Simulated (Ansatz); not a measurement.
## C3H6Si, SMILES C[SiH]1C=C1: an atomisation energy, step by step

With Ansatz 0.2.0, Python API.

Contents of `c3h6si.xyz`:
```text
10

C    -1.18830    0.23800   -0.88350
Si   -0.26160   -0.41190    0.46590
C     1.42390   -0.71880    0.25320
C     1.32100    0.44650    0.84040
H    -0.63330    0.44700   -1.81180
H    -1.68780    1.25880   -0.62480
H    -2.02880   -0.38270   -1.17790
H    -0.90760   -0.87470    1.68100
H     2.26770   -1.32440   -0.01230
H     1.77790    1.27120    1.27260
```

Interactive session:
```pycon
>>> from collections import Counter
>>> import ansatz as az
>>> def total_energy(molecule, charge=0, unpaired=0):
...     calc = molecule.calculation().basis(gaussian='cc-pVDZ').functional('hf')
...     if charge:
...         calc = calc.charge(charge)
...     if unpaired:
...         calc = calc.spin('collinear', total=unpaired)
...     report = calc.run().report
...     if report['published_state_doubts']:
...         print('  doubts:', report['published_state_doubts'])
...     return report['free_energy_ev']
...
>>> mol = az.Crystal.molecule_from_extxyz('c3h6si.xyz')
>>> unpaired = {'C': 2, 'Si': 2, 'H': 1}
>>> counts = Counter(site.symbol for site in mol.cartesian_sites)
>>> atom_energy = {s: total_energy(az.Crystal.molecule().atom(s, (0, 0, 0)), 0, unpaired[s]) for s in counts}

>>> whole = total_energy(mol, 0, 0)
>>> for s, e in atom_energy.items():
...     print(f'{s:2s} x{counts[s]}  {e:14.5f} eV')
...
C  x3     -1025.50311 eV
Si x1     -7860.01100 eV
H  x6       -13.58606 eV
>>> print(f'C3H6Si: {whole:.5f} eV')
C3H6Si: -11046.03604 eV
>>> split = sum(counts[s] * e for s, e in atom_energy.items()) - whole
>>> print(f'atomisation energy (no zero-point term): {23.060548 * split:.1f} kcal/mol, {split / sum(counts.values()):.3f} eV an atom')
atomisation energy (no zero-point term): 645.7 kcal/mol, 2.800 eV an atom
```

645.7 kcal/mol from the electronic energies, without the zero-point term.

Notes:
- Total energies depend on the basis set; only differences at equal settings carry meaning.
- The geometry is a force-field or estimated start, not a minimum of this method, and the basis set is short of its limit. All parts are taken at fixed geometry, without zero-point energy.
- Hartree-Fock leaves correlation out, so bond, atomisation and ionisation energies come out well too low.
- For Al to Cl the sets with a tight d function, cc-pV(X+d)Z, are usual.
- The whole script took 1.1 s on 1 thread of Arm Neoverse V2, on a shared host, peak memory 0.19 GiB.

(Lines on the test bed's own set-up are left out of the output.)
